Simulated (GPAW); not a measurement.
Write an ASE script for GPAW 26.7.0 that does the following.

* Task: relaxation of cell and atoms
* Functional: PBE
* Potentials or basis: GPAW PAW data sets (gpaw-data 1.2.1)
* Cutoff: 600 eV
* Basis: pw
* k mesh: 8 × 8 × 8
* Occupations: fermi-dirac, width 0.05 eV
* Spin: no spin polarisation
* Target pressure: 30 GPa
* Maxiter: 150
* Optimizer: BFGS
* Fmax: 0.02 eV/Å
* Max steps: 60
* Target pressure: 30 GPa
* Convergence: density=1e-05 forces=0.0001

WAu:

```xyz
2
Lattice="0.0000 2.9092 2.9092 2.9092 0.0000 2.9092 2.9092 2.9092 0.0000" Properties=species:S:1:pos:R:3 pbc="T T T"
W     0.0000    0.0000    0.0000
Au    4.3638    4.3638    4.3638
```

The cell was built by a generator and needn't be a form met in nature.

These files were run (other wordings do the same):

run.py

```python
from ase import Atoms
from ase.filters import FrechetCellFilter
from ase.io import write
from ase.optimize import BFGS
from ase.units import GPa
from gpaw import GPAW, PW

atoms = Atoms(['W', 'Au'],
              cell=[[0.0, 2.90921, 2.90921],
                    [2.90921, 0.0, 2.90921],
                    [2.90921, 2.90921, 0.0]],
              scaled_positions=[[0.0, 0.0, 0.0],
                                [0.75, 0.75, 0.75]],
              pbc=True)

calc = GPAW(mode=PW(600),
            xc='PBE',
            kpts={'size': (8, 8, 8), 'gamma': True},
            occupations={'name': 'fermi-dirac', 'width': 0.05},
            nbands=25,
            convergence={'density': 1e-05, 'forces': 0.0001},
            maxiter=150,
            txt='gpaw.txt')
atoms.calc = calc
opt = BFGS(FrechetCellFilter(atoms, scalar_pressure=30 * GPa), trajectory='relax.traj', logfile='-')
done = opt.run(fmax=0.02, steps=60)
calc.write('gs.gpw')
write('result.traj', atoms)
print('Converged:', done)
print('Cell:', atoms.cell.cellpar().round(4))
print('Volume:', round(atoms.get_volume(), 4))
print(atoms.get_scaled_positions().round(5))
```

Potentials or basis: GPAW PAW data sets (gpaw-data 1.2.1), pw.

Run with:

```sh
$ OMP_NUM_THREADS=1 python run.py
```

It gave:

```
Relaxed volume                                         : 21.09 Å³/atom
Relaxed cell                                           : a = 3.907 Å, b = 3.907 Å, c = 3.907 Å, α = 60.00°, β = 60.00°, γ = 60.00°
Space group after relaxing (to 0.05 Å)                 : F-43m (No. 216)
Energy change on relaxing (the enthalpy is what falls) : +293.4 meV/atom
Ionic steps                                            : 5
Pressure after relaxing                                : 30.0 GPa
Band gap on the k mesh                                 : none (metal or under the smearing width)
```

Caveat: with this Au data set, volumes or pressures lay over 1.5 % or 2 GPa off other programs in two to four cells of ten; later steps reuse the first step's grids.

Wall time 110 s on 1 thread of Arm Neoverse V2 (shared host), peak memory 0.23 GiB.
